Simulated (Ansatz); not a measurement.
# SnH₃Cl (built from SMILES [Cl][SnH3]): functionals against CCSD(T) at one geometry

The atoms stand at a displaced guess of a reacting structure. How far do the functionals agree with CCSD(T) there?

Method: single points in def2-TZVPP; program: Ansatz 0.2.0, Gaussian basis.

Correlated methods freeze the cores. Filled d shells of the heavier atoms are correlated. Core potentials replace the inner electrons past krypton, and spin-orbit coupling is left out.

### Step 1. Starting geometry

5 atoms, charge 0, spin multiplicity 1.

Atoms are counted from 1 here; the program's logs count them from 0.

Bond lengths: Sn1–Cl2 2.710 Å, Sn1–H3 2.157 Å, Sn1–H4 1.784 Å, Sn1–H5 1.759 Å, Cl2–H3 1.526 Å. Angles: Cl2–Sn1–H3 34.2°, Cl2–Sn1–H4 91.0°, Cl2–Sn1–H5 88.0°, H3–Sn1–H4 109.0°, H3–Sn1–H5 115.0°, H4–Sn1–H5 93.0°, Sn1–Cl2–H3 52.6°, Sn1–H3–Cl2 93.2°.

Coordinates:

```xyz
5
ClH3Sn
Sn   -0.5714   -0.4102    0.6486
Cl    1.1113    0.1857   -1.3903
H    -0.0104   -0.8494   -1.3872
H    -1.0992    1.2913    0.7521
H     0.7752   -0.1573    1.7519
```

### Step 2. CCSD(T)/def2-TZVPP

Contents of run/in.yaml:

```yaml
crystal:
  periodic: [false, false, false]
  atoms:
    - {symbol: Sn, position_ang: [-0.571400, -0.410200, 0.648600]}
    - {symbol: Cl, position_ang: [1.111300, 0.185700, -1.390300]}
    - {symbol: H, position_ang: [-0.010400, -0.849400, -1.387200]}
    - {symbol: H, position_ang: [-1.099200, 1.291300, 0.752100]}
    - {symbol: H, position_ang: [0.775200, -0.157300, 1.751900]}
basis:
  gaussian: {orbitals: def2-TZVPP}
correlation: {method: ccsd_t}
output: {forces: true}
```

No record of the launch command was kept for these runs.

### Step 3. PBE0-D4/def2-TZVPP

Edit run/in.yaml of step 2 so:

```diff
@@ -10,3 +10,3 @@
   gaussian: {orbitals: def2-TZVPP}
-correlation: {method: ccsd_t}
-output: {forces: true}
+hamiltonian: {xc: pbe0, dispersion: d4}
+output: {forces: true, orbitals: {seedname: orbitals}}
```

### Step 4. wB97M-V/def2-TZVPP

Edit run/in.yaml of step 3 so:

```diff
@@ -10,3 +10,3 @@
   gaussian: {orbitals: def2-TZVPP}
-hamiltonian: {xc: pbe0, dispersion: d4}
-output: {forces: true, orbitals: {seedname: orbitals}}
+hamiltonian: {xc: {name: wB97M-V}}
+output: {forces: true}
```

### Step 5. r2SCAN-D4/def2-TZVPP

Edit run/in.yaml of step 4 so:

```diff
@@ -10,3 +10,3 @@
   gaussian: {orbitals: def2-TZVPP}
-hamiltonian: {xc: {name: wB97M-V}}
+hamiltonian: {xc: r2scan, dispersion: d4}
 output: {forces: true}
```

### Step 6. PBE-D4/def2-TZVPP

Edit run/in.yaml of step 5 so:

```diff
@@ -10,3 +10,3 @@
   gaussian: {orbitals: def2-TZVPP}
-hamiltonian: {xc: r2scan, dispersion: d4}
+hamiltonian: {xc: pbe, dispersion: d4}
 output: {forces: true}
```

### Step 7. revPBE-D4/def2-TZVPP

Edit run/in.yaml of step 6 so:

```diff
@@ -10,3 +10,3 @@
   gaussian: {orbitals: def2-TZVPP}
-hamiltonian: {xc: pbe, dispersion: d4}
+hamiltonian: {xc: {name: revPBE}, dispersion: d4}
 output: {forces: true}
```

### Step 8. LC-wPBE/def2-TZVPP

Edit run/in.yaml of step 7 so:

```diff
@@ -10,3 +10,3 @@
   gaussian: {orbitals: def2-TZVPP}
-hamiltonian: {xc: {name: revPBE}, dispersion: d4}
+hamiltonian: {xc: {name: LC-wPBE}}
 output: {forces: true}
```

(Steps that only read results are left out.)

What does the calculation give? Wanted: energy less free atoms, CCSD(T)/def2-TZVPP; RMS force component; RMS force error; HOMO and LUMO, PBE0-D4; T1 diagnostic.

The runs gave:

| quantity | value |
| --- | --- |
| energy less free atoms, CCSD(T)/def2-TZVPP | -918.4 kJ/mol |
| RMS force component | 0.565 to 0.990 eV/Å over the methods |
| RMS force error | PBE0-D4 0.156, wB97M-V 0.032, r2SCAN-D4 0.260, PBE-D4 0.363, revPBE-D4 0.376, LC-wPBE 0.123 eV/Å |
| HOMO and LUMO, PBE0-D4 | -6.71 and -2.57 eV |
| T1 diagnostic | 0.014 |

**Reading.** Against CCSD(T) the functionals' energies less atoms differ by -45.8 to +23.2 kJ/mol, PBE-D4 by -45.8 kJ/mol. The reference is not at the basis limit: in triple zeta CCSD(T) underbinds, which counts against methods that bind more; the gaps are no ranking. For forces wB97M-V does best and revPBE-D4 worst.
